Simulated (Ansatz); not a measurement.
# GeP+ (triplet): from Hartree-Fock to the top rungs, cc-pVTZ

Aim: climb from Hartree-Fock through coupled cluster and multireference methods for GeP+ (triplet) at one geometry and basis, and see what each rung misses.

The runs use Ansatz 0.2.0, Gaussian basis; cc-pVTZ, core rule «outside noble gas», up to 19 orbitals frozen.

To be run: UHF; CCSD(T) on ROHF; CCSD(T) on UHF; BCCD(T) on ROHF; CISD as a restricted active space (open shells left free, so some higher excitations enter); CCSDT(Q) on ROHF; CCSDT(Q) on UHF; CASSCF and MRCISD+Q, 8 electrons in 8 orbitals; CASSCF and NEVPT2, 8 electrons in 8 orbitals.

16 further runs of the same task are left out: 5 that didn't finish, 11 set aside as unsound or not needed. Runs told in other sessions of the task aren't counted.

### Step 1. What is computed

The geometry is a PBE0/def2-TZVP stationary point (not a proven minimum) of the parent state, kept for this charge and spin. No spin-orbit coupling is included. The filled d shell of Ge may be among the frozen orbitals whatever the setting's name suggests.

2 atoms, charge 1, spin multiplicity 3.

Atoms are counted from 1 here; the program's logs count them from 0.

Bond lengths: Ge1–P2 2.428 Å.

Coordinates:

```
Ge    0.0000    0.0000    0.0000
P     0.0000    0.0000    2.4277
```

### Step 2. UHF

in.yaml

```yaml
crystal:
  periodic: [false, false, false]
  atoms:
    - {symbol: Ge, position_ang: [0.000000, 0.000000, 0.000000]}
    - {symbol: P, position_ang: [0.000000, 0.000000, 2.427700]}
basis:
  gaussian: {orbitals: cc-pVTZ}
total_charge: 1
magnetization: {spin_polarized: true, initial_magnetization: 2}
hamiltonian: {xc: hf}
output: {orbitals: {seedname: orbitals}}
```

Started as:

```bash
> ansatz run in.yaml --threads 1 --pin off --events-out ev --progress --plain --max-ram 2393MiB
```

Further steps of the session: CCSD(T) on ROHF; CCSD(T) on UHF; BCCD(T) on ROHF; CISD as a restricted active space (open shells left free, so some higher excitations enter); CCSDT(Q) on ROHF; CCSDT(Q) on UHF; CASSCF and MRCISD+Q, 8 electrons in 8 orbitals; CASSCF and NEVPT2, 8 electrons in 8 orbitals.

**Question.** What will the summary of the whole plan be? Wanted: UCCSDT(Q) from the RHF energy; RMP2 from UCCSDT(Q); UMP2 from UCCSDT(Q); RCCSD from UCCSDT(Q); RCCSD(T) from UCCSDT(Q); UCCSD(T) from UCCSDT(Q); RCCSDT(Q) from UCCSDT(Q); NEVPT2 valence from UCCSDT(Q); MRCISD+Q valence from UCCSDT(Q).

The runs gave:

| quantity | value |
| --- | --- |
| UCCSDT(Q) from the ROHF energy | -5.6169 eV |
| RMP2 from UCCSDT(Q) | +116.0 kJ/mol |
| UMP2 from UCCSDT(Q) | +120.8 kJ/mol |
| RCCSD from UCCSDT(Q) | +33.4 kJ/mol |
| RCCSD(T) from UCCSDT(Q) | +6.9 kJ/mol |
| UCCSD(T) from UCCSDT(Q) | +7.0 kJ/mol |
| RCCSDT(Q) from UCCSDT(Q) | +0.3 kJ/mol |
| NEVPT2 valence from UCCSDT(Q) | +87.8 kJ/mol |
| MRCISD+Q valence from UCCSDT(Q) | +3.4 kJ/mol |
| levels within 1 kcal/mol (43 meV) | RCCSDT, UCCSDT, RCCSDT(Q), MRCISD+Q valence |
| T1 diagnostic | 0.033 |
| effectively unpaired electrons | 2.06 |

In words: RCCSD(T) lands +6.9 kJ/mol from the yardstick (1.3 % of the correlation energy). One determinant dominates. Of the multireference levels listed MRCISD+Q valence comes nearest in total energy (+3.4 kJ/mol), which doesn't show that its space is the better one. These misses are within one basis, not against nature; the frozen cores of restricted and unrestricted runs differ, which can shift their rows.

With open shells the CI space here admits some higher excitations, so it is larger than plain CISD.
